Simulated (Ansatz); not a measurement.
# CH₆FGaGe: one species, many methods

An exercise on one series of results from a longer session: the logs are not shown, and one member is left open.

The runs use Ansatz 0.2.0, Gaussian basis; functionals in def2-TZVPP, the program's frozen cores in correlated methods.

Levels to be run: PBE-D4, r2SCAN-D4, PBE0-D4, B3LYP-D4, ωB97X-V, ωB97M-V, B2PLYP; CCSD(T)/def2-TZVPP; MP2/def2-QZVPP; extrapolation to the limit.

## Structure used throughout

An earlier PBE0-D4 in a triple-zeta def2 set relaxation fixed the geometry.

SMILES `[CH3][GaH][GeH2][F]`, 10 atoms, charge 0, spin multiplicity 1.

Atoms are counted from 1 here; the program's logs count them from 0.

Bond lengths: C1–Ga2 1.962 Å, C1–H5 1.094 Å, C1–H6 1.089 Å, C1–H7 1.093 Å, Ga2–Ge3 2.459 Å, Ga2–H8 1.575 Å, Ge3–F4 1.760 Å, Ge3–H9 1.545 Å, Ge3–H10 1.545 Å. Angles: Ga2–C1–H5 109.4°, Ga2–C1–H6 112.0°, Ga2–C1–H7 110.1°, H5–C1–H6 108.8°, H5–C1–H7 107.1°, H6–C1–H7 109.3°, C1–Ga2–Ge3 120.0°, C1–Ga2–H8 121.7°, Ge3–Ga2–H8 118.3°, Ga2–Ge3–F4 106.9°, Ga2–Ge3–H9 116.1°, Ga2–Ge3–H10 116.1°, F4–Ge3–H9 104.3°, F4–Ge3–H10 104.3°, H9–Ge3–H10 107.6°.

The first run:

Input file in.yaml:

```yaml
crystal:
  periodic: [false, false, false]
  atoms:
    - {symbol: C, position_ang: [-1.544233, 0.559822, -0.965451]}
    - {symbol: Ga, position_ang: [-0.477705, -0.806905, -0.045858]}
    - {symbol: Ge, position_ang: [1.691253, -0.209852, 0.946745]}
    - {symbol: F, position_ang: [1.933966, 1.508795, 0.652437]}
    - {symbol: H, position_ang: [-1.634025, 0.298078, -2.023931]}
    - {symbol: H, position_ang: [-1.096048, 1.549523, -0.884664]}
    - {symbol: H, position_ang: [-2.556791, 0.586476, -0.554528]}
    - {symbol: H, position_ang: [-0.968093, -2.299023, 0.073476]}
    - {symbol: H, position_ang: [1.800618, -0.353908, 2.481430]}
    - {symbol: H, position_ang: [2.934159, -0.884005, 0.323241]}
basis:
  gaussian: {orbitals: def2-TZVPP}
hamiltonian: {xc: pbe, dispersion: d4}
output: {forces: true, orbitals: {seedname: orbitals}}
```

Run with:

```
ansatz run in.yaml --threads 4 --pin off --events-out ev --progress --plain --max-ram 10444MiB
```

Steps of the session up to this table: PBE-D4 (GGA); r2SCAN-D4 (meta-GGA); PBE0-D4 (hybrid); B3LYP-D4 (hybrid); ωB97X-V (range-separated); ωB97M-V (range-separated); B2PLYP (double hybrid); CCSD(T) in def2-TZVPP; MP2 in def2-QZVPP.

One of the session's tables, all rows but one given; the rest of the session is left out.

```
            method  atomisation energy (kJ/mol)
            PBE-D4                       3071.0
         r2SCAN-D4                       3076.8
           PBE0-D4                       3038.8
          B3LYP-D4                       3041.9
           ωB97X-V                            ?
           ωB97M-V                       3050.1
            B2PLYP                       3024.5
     HF/def2-TZVPP                       2267.5
    MP2/def2-TZVPP                       3041.3
   CCSD/def2-TZVPP                       2990.0
CCSD(T)/def2-TZVPP                       3026.2
           MP2/CBS                       3095.6
       CCSD(T)/CBS                       3080.5
```

**Question.** Estimate the row for ωB97X-V.

**Answer.** atomisation energy (kJ/mol): 3083.0. In the column «atomisation energy (kJ/mol)» it lies between CCSD(T)/CBS (3080.5) and MP2/CBS (3095.6).
